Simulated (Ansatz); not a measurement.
# C₂H₇BO: up Jacob's ladder to CCSD(T)

One table from this session's results is given with a row withheld; the runs are named, their logs left out.

Computed with Ansatz 0.2.0, Gaussian basis. Level: functionals in def2-TZVPP, the program's frozen cores in correlated methods.

Plan: LDA (SPW92), PBE-D4, revPBE-D4, BLYP-D4, r2SCAN-D4, B97M-V, PBE0-D4, B3LYP-D4, r2SCANh-D4, r2SCAN0-D4, HSE06-D4, BHLYP-D4, CAM-B3LYP-D4, LC-ωPBE, ωB97X-V, ωB97M-V, B2PLYP, PBE-QIDH; CCSD(T)/def2-SVP; CCSD(T)/def2-TZVPP; MP2/def2-QZVPP; extrapolation to the limit; RPA on PBE.

## Structure used throughout

All runs share one geometry, relaxed beforehand with PBE0-D4 in a triple-zeta def2 set.

SMILES `CB(C)O`, 11 atoms, charge 0, spin multiplicity 1.

Atoms are counted from 1 here; the program's logs count them from 0.

Bond lengths: C1–B2 1.569 Å, C1–H5 1.091 Å, C1–H6 1.097 Å, C1–H7 1.094 Å, B2–C3 1.576 Å, B2–O4 1.364 Å, C3–H8 1.094 Å, C3–H9 1.097 Å, C3–H10 1.094 Å, O4–H11 0.961 Å. Angles: B2–C1–H5 112.9°, B2–C1–H6 109.3°, B2–C1–H7 111.9°, H5–C1–H6 107.7°, H5–C1–H7 109.0°, H6–C1–H7 105.7°, C1–B2–C3 122.0°, C1–B2–O4 116.9°, C3–B2–O4 121.1°, B2–C3–H8 114.6°, B2–C3–H9 109.2°, B2–C3–H10 111.5°, H8–C3–H9 107.3°, H8–C3–H10 108.1°, H9–C3–H10 105.6°, B2–O4–H11 112.9°.

Set-up of the first run:

in.yaml

```yaml
crystal:
  periodic: [false, false, false]
  atoms:
    - {symbol: C, position_ang: [-0.082163, 1.350794, -0.616962]}
    - {symbol: B, position_ang: [-0.214937, -0.175108, -0.275693]}
    - {symbol: C, position_ang: [0.473224, -0.810935, 0.991314]}
    - {symbol: O, position_ang: [-0.955362, -0.935990, -1.131542]}
    - {symbol: H, position_ang: [-0.432578, 1.593603, -1.621606]}
    - {symbol: H, position_ang: [-0.678274, 1.935156, 0.094511]}
    - {symbol: H, position_ang: [0.946445, 1.705832, -0.503211]}
    - {symbol: H, position_ang: [0.148132, -1.829765, 1.222873]}
    - {symbol: H, position_ang: [1.558181, -0.841622, 0.834970]}
    - {symbol: H, position_ang: [0.320790, -0.194762, 1.882269]}
    - {symbol: H, position_ang: [-1.018057, -1.854203, -0.856323]}
basis:
  gaussian: {orbitals: def2-TZVPP}
hamiltonian: {xc: lda}
output: {orbitals: {seedname: orbitals}}
```

Steps of the session up to this table: LDA; PBE-D4 (GGA); revPBE-D4 (GGA); BLYP-D4 (GGA); r2SCAN-D4 (meta-GGA); B97M-V (meta-GGA); PBE0-D4 (hybrid); B3LYP-D4 (hybrid); r2SCANh-D4 (hybrid); r2SCAN0-D4 (hybrid); HSE06-D4 (hybrid); BHLYP-D4 (hybrid); CAM-B3LYP-D4 (range-separated); LC-ωPBE-D4 (range-separated; the results give it without D4); ωB97X-V (range-separated); ωB97M-V (range-separated); B2PLYP (double hybrid); PBE-QIDH (double hybrid).

One of the session's tables, all rows but one given; the rest of the session is left out.

It belongs to the step «Frontier levels by functional». 

| functional | HOMO (eV) | LUMO (eV) | gap (eV) |
| --- | --- | --- | --- |
| LDA (SPW92) | -7.07 | -0.57 | 6.50 |
| PBE-D4 | -6.96 | -0.33 | 6.63 |
| revPBE-D4 | -6.91 | -0.23 | 6.68 |
| BLYP-D4 | -6.88 | -0.21 | 6.68 |
| r2SCAN-D4 | -7.25 | 0.10 | 7.35 |
| B97M-V | -7.38 | 0.09 | 7.47 |
| PBE0-D4 | ? | ? | ? |
| B3LYP-D4 | -8.21 | 0.34 | 8.55 |
| r2SCANh-D4 | -7.79 | 0.45 | 8.25 |
| r2SCAN0-D4 | -8.60 | 0.98 | 9.58 |
| HSE06-D4 | -8.00 | 0.32 | 8.33 |
| BHLYP-D4 | -9.82 | 1.21 | 11.03 |
| CAM-B3LYP-D4 | -9.88 | 1.37 | 11.25 |
| LC-ωPBE | -11.22 | 2.64 | 13.86 |
| ωB97X-V | -10.87 | 2.44 | 13.31 |
| ωB97M-V | -10.74 | 1.95 | 12.69 |

**Question.** Estimate the row for PBE0-D4.

The run gave: HOMO (eV): -8.41; LUMO (eV): 0.69; gap (eV): 9.10. In the column «HOMO (eV)» it lies between r2SCAN0-D4 (-8.60) and B3LYP-D4 (-8.21).
